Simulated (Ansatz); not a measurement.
# H₆InNOSn: a ladder of functionals and wavefunction methods

An exercise on one series of results from a longer session: the logs are not shown, and one member is left open.

Computed with Ansatz 0.2.0, Gaussian basis. Level: functionals in def2-TZVPP, the program's frozen cores in correlated methods.

Levels to be run: LDA (SPW92), PBE-D4, revPBE-D4, BLYP-D4, r2SCAN-D4, B97M-V, PBE0-D4, B3LYP-D4, r2SCANh-D4, r2SCAN0-D4, HSE06-D4, BHLYP-D4, CAM-B3LYP-D4, LC-ωPBE, ωB97X-V, ωB97M-V, B2PLYP, PBE-QIDH; CCSD(T)/def2-SVP; CCSD(T)/def2-TZVPP; MP2/def2-QZVPP; extrapolation to the limit; RPA on PBE.

## The relaxed structure

All runs share one geometry, relaxed beforehand with PBE0-D4 in a triple-zeta def2 set. In, Sn take the def2 core potential; no spin-orbit term is included.

10 atoms, charge 0, spin multiplicity 1.

Atoms are counted from 1 here; the program's logs count them from 0.

Bond lengths: N1–In2 2.008 Å, N1–H5 1.007 Å, N1–H6 1.006 Å, In2–Sn3 2.770 Å, In2–H7 1.720 Å, Sn3–O4 1.983 Å, Sn3–H8 1.720 Å, Sn3–H9 1.709 Å, O4–H10 0.959 Å. Angles: In2–N1–H5 124.0°, In2–N1–H6 124.4°, H5–N1–H6 111.3°, N1–In2–Sn3 115.7°, N1–In2–H7 115.1°, Sn3–In2–H7 129.2°, In2–Sn3–O4 108.6°, In2–Sn3–H8 114.6°, In2–Sn3–H9 115.4°, O4–Sn3–H8 106.6°, O4–Sn3–H9 101.5°, H8–Sn3–H9 108.9°, Sn3–O4–H10 112.7°.

Set-up of the first run:

Input file in.yaml:

```yaml
crystal:
  periodic: [false, false, false]
  atoms:
    - {symbol: N, position_ang: [-2.054925, 1.471329, -0.666331]}
    - {symbol: In, position_ang: [-0.266890, 0.640823, -1.046274]}
    - {symbol: Sn, position_ang: [0.659069, -1.140087, 0.863038]}
    - {symbol: O, position_ang: [2.590724, -0.802818, 1.159205]}
    - {symbol: H, position_ang: [-2.486113, 2.169592, -1.249616]}
    - {symbol: H, position_ang: [-2.577107, 1.331543, 0.182348]}
    - {symbol: H, position_ang: [0.463599, 1.126245, -2.526037]}
    - {symbol: H, position_ang: [0.509192, -2.797665, 0.429783]}
    - {symbol: H, position_ang: [0.030017, -0.919704, 2.436706]}
    - {symbol: H, position_ang: [3.132444, -1.079268, 0.417189]}
basis:
  gaussian: {orbitals: def2-TZVPP}
hamiltonian: {xc: lda}
output: {orbitals: {seedname: orbitals}}
```

The run is started by

```bash
$ ansatz run in.yaml --threads 4 --pin off --events-out ev --progress --plain --max-ram 10444MiB
```

Steps of the session up to this table: LDA; PBE-D4 (GGA); revPBE-D4 (GGA); BLYP-D4 (GGA); r2SCAN-D4 (meta-GGA); B97M-V (meta-GGA); B3LYP-D4 (hybrid); r2SCANh-D4 (hybrid); r2SCAN0-D4 (hybrid); HSE06-D4 (hybrid); BHLYP-D4 (hybrid); CAM-B3LYP-D4 (range-separated); LC-ωPBE (range-separated); ωB97X-V (range-separated); ωB97M-V (range-separated); B2PLYP (double hybrid); PBE-QIDH (double hybrid).

One table of the session follows, with a row left open; its other results are not shown here.

It belongs to the step «Frontier levels by functional». 

| functional | HOMO (eV) | LUMO (eV) | gap (eV) |
| --- | --- | --- | --- |
| LDA (SPW92) | -6.08 | -2.54 | 3.54 |
| PBE-D4 | -5.90 | -2.31 | 3.59 |
| revPBE-D4 | -5.83 | -2.21 | 3.62 |
| BLYP-D4 | -5.79 | -2.25 | 3.55 |
| r2SCAN-D4 | -6.15 | -2.14 | 4.00 |
| B97M-V | -6.20 | -2.36 | 3.84 |
| PBE0-D4 | -7.10 | -1.66 | 5.45 |
| B3LYP-D4 | -6.91 | -1.89 | 5.02 |
| r2SCANh-D4 | -6.63 | -1.91 | 4.72 |
| r2SCAN0-D4 | -7.29 | -1.56 | 5.73 |
| HSE06-D4 | -6.71 | -2.01 | 4.70 |
| BHLYP-D4 | -8.11 | -1.02 | 7.09 |
| CAM-B3LYP-D4 | ? | ? | ? |
| LC-ωPBE | -9.56 | 0.23 | 9.79 |
| ωB97X-V | -9.26 | 0.10 | 9.36 |
| ωB97M-V | -9.13 | -0.14 | 8.99 |

Estimate the missing values for CAM-B3LYP-D4.

As computed: HOMO (eV): -8.33; LUMO (eV): -0.82; gap (eV): 7.50. In the column «HOMO (eV)» it lies between ωB97M-V (-9.13) and BHLYP-D4 (-8.11).
